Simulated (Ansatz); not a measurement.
# AlAsH₂+ (doublet): the correlation ladder, cc-pVDZ

The task here is to estimate one member of a computed series from the others.

Computed with Ansatz 0.2.0, Gaussian basis. Level: cc-pVDZ, core rule «outside noble gas», up to 19 orbitals frozen.

The runs, in order: UHF; CCSD(T) on ROHF; CCSD(T) on UHF; BCCD(T) on ROHF; CISD; CCSDT(Q) on ROHF; CCSDT(Q) on UHF; CCSDTQ on ROHF.

14 further runs of the same task are left out: 10 for a known fault of the program, 4 set aside as unsound or not needed.

### What is computed

The geometry is a PBE0/def2-TZVP stationary point (not a proven minimum) of the parent state, kept for this charge and spin. No spin-orbit coupling is included. The filled d shell of As may be among the frozen orbitals whatever the setting's name suggests; the logs give the count.

4 atoms, charge 1, spin multiplicity 2.

Atoms are counted from 1 here; the program's logs count them from 0.

Bond lengths: Al1–As2 2.466 Å, Al1–H3 1.609 Å, As2–H4 1.527 Å. Angles: As2–Al1–H3 114.8°, Al1–As2–H4 93.0°.

The first run:

The input, in.yaml:

```yaml
crystal:
  periodic: [false, false, false]
  atoms:
    - {symbol: Al, position_ang: [0.000000, -0.143301, 1.790435]}
    - {symbol: As, position_ang: [0.000000, 0.054308, -0.667817]}
    - {symbol: H, position_ang: [0.000000, 1.258720, 2.580257]}
    - {symbol: H, position_ang: [0.000000, -1.459507, -0.868621]}
basis:
  gaussian: {orbitals: cc-pVDZ}
total_charge: 1
magnetization: {spin_polarized: true, initial_magnetization: 1}
hamiltonian: {xc: hf}
output: {orbitals: {seedname: orbitals}}
```

Started as:

```
$ ansatz run in.yaml --threads 1 --pin off --events-out ev --progress --plain --max-ram 4096MiB --backend cpu
```

Steps of the session up to this table: UHF; CCSD(T) on ROHF; CCSD(T) on UHF; BCCD(T) on ROHF; CISD; CCSDT(Q) on ROHF; CCSDT(Q) on UHF; CCSDTQ on ROHF.

One of the session's tables, all rows but one given; the rest of the session is left out.

It belongs to the step «Misses and costs». 

| method | from RCCSDTQ (meV) |
| --- | --- |
| ROHF | +4915.3 |
| UHF | +4701.6 |
| RMP2 | +1122.7 |
| UMP2 | +1307.2 |
| CISD | +560.8 |
| RCCSD | +213.1 |
| UCCSD | +217.5 |
| RCCSD(T) | +49.9 |
| UCCSD(T) | +61.7 |
| BCCD(T) | +51.9 |
| RCCSDT | ? |
| UCCSDT | +10.6 |
| RCCSDT(Q) | +1.1 |
| UCCSDT(Q) | -1.7 |
| RCCSDTQ | 0 |

Q: Estimate the row for RCCSDT from the others.

The run gave: from RCCSDTQ (meV): +11.7. In the column «from RCCSDTQ (meV)» it lies between UCCSDT (+10.6) and RCCSD(T) (+49.9).

To keep in mind: Restricted and unrestricted rows rest on different reference determinants; where their highest levels disagree by more than a few hundredths of an eV, they describe different states and don't form one ladder.
